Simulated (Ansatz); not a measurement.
# Ge2H4 (triplet): the correlation ladder, cc-pVDZ

How much of the correlation energy of Ge2H4 (triplet) does each wave-function method recover here?

The runs use Ansatz 0.2.0, Gaussian basis; cc-pVDZ, core rule «outside noble gas», up to 28 orbitals frozen.

Plan: UHF; CCSD(T) on ROHF; CCSD(T) on UHF; BCCD(T) on ROHF; CISD; CCSDT(Q) on ROHF; CCSDT(Q) on UHF; CASSCF and MRCISD+Q, 10 electrons in 10 orbitals; CASSCF and NEVPT2, 10 electrons in 10 orbitals.

15 further runs of the same task are left out: 6 that didn't finish, 9 set aside as unsound or not needed.

### 1 The geometry

The geometry is a PBE0/def2-TZVP stationary point (not a proven minimum) of the parent state, kept for this charge and spin. No spin-orbit coupling is included. The filled d shell of Ge may be among the frozen orbitals whatever the setting's name suggests; the logs give the count.

6 atoms, charge 0, spin multiplicity 3.

Atoms are counted from 1 here; the program's logs count them from 0.

Bond lengths: Ge1–Ge2 2.267 Å, Ge1–H3 1.539 Å, Ge1–H4 1.539 Å, Ge2–H5 1.539 Å, Ge2–H6 1.539 Å. Angles: Ge2–Ge1–H3 116.8°, Ge2–Ge1–H4 116.8°, H3–Ge1–H4 109.5°, Ge1–Ge2–H5 116.8°, Ge1–Ge2–H6 116.8°, H5–Ge2–H6 109.5°.

### 2 UHF

File in.yaml:

```yaml
crystal:
  periodic: [false, false, false]
  atoms:
    - {symbol: Ge, position_ang: [-0.048538, 0.000000, 1.132423]}
    - {symbol: Ge, position_ang: [0.048538, 0.000000, -1.132423]}
    - {symbol: H, position_ang: [0.475581, -1.257455, 1.849196]}
    - {symbol: H, position_ang: [0.475581, 1.257455, 1.849196]}
    - {symbol: H, position_ang: [-0.475581, -1.257455, -1.849196]}
    - {symbol: H, position_ang: [-0.475581, 1.257455, -1.849196]}
basis:
  gaussian: {orbitals: cc-pVDZ}
magnetization: {spin_polarized: true, initial_magnetization: 2}
hamiltonian: {xc: hf}
output: {orbitals: {seedname: orbitals}}
```

Started as:

```console
$ ansatz run in.yaml --threads 1 --pin off --events-out ev --progress --plain --max-ram 2393MiB
```

The runs that follow: CCSD(T) on ROHF; CCSD(T) on UHF; BCCD(T) on ROHF; CISD; CCSDT(Q) on ROHF; CCSDT(Q) on UHF; CASSCF and MRCISD+Q, 10 electrons in 10 orbitals; CASSCF and NEVPT2, 10 electrons in 10 orbitals.

Before running them: what should the planned runs give, taken together? Wanted: UCCSDT(Q) below the RHF energy; RMP2 from UCCSDT(Q); UMP2 from UCCSDT(Q); RCCSD from UCCSDT(Q); RCCSD(T) from UCCSDT(Q); UCCSD(T) from UCCSDT(Q); RCCSDT(Q) from UCCSDT(Q); NEVPT2 frontier from UCCSDT(Q); MRCISD+Q frontier from UCCSDT(Q).

**Answer**, as computed:

| quantity | value |
| --- | --- |
| UCCSDT(Q) below the RHF energy | -5.7715 eV |
| RMP2 from UCCSDT(Q) | +29.57 kcal/mol |
| UMP2 from UCCSDT(Q) | +29.21 kcal/mol |
| RCCSD from UCCSDT(Q) | +4.00 kcal/mol |
| RCCSD(T) from UCCSDT(Q) | +0.97 kcal/mol |
| UCCSD(T) from UCCSDT(Q) | +0.79 kcal/mol |
| RCCSDT(Q) from UCCSDT(Q) | +0.18 kcal/mol |
| NEVPT2 frontier from UCCSDT(Q) | +27.95 kcal/mol |
| MRCISD+Q frontier from UCCSDT(Q) | +0.70 kcal/mol |
| levels within 1 kcal/mol (43 meV) | RCCSD(T), UCCSD(T), BCCD(T), RCCSDT, UCCSDT, RCCSDT(Q), MRCISD+Q frontier |
| T1 diagnostic | 0.018 |

In words: RCCSD(T) lands +0.97 kcal/mol from the yardstick (0.7 % of the correlation energy). Of the multireference levels listed MRCISD+Q frontier comes nearest in total energy (+0.70 kcal/mol), which doesn't show that its space is the better one. These misses are within one basis, not against nature; the frozen cores of restricted and unrestricted runs differ, which can shift their rows.
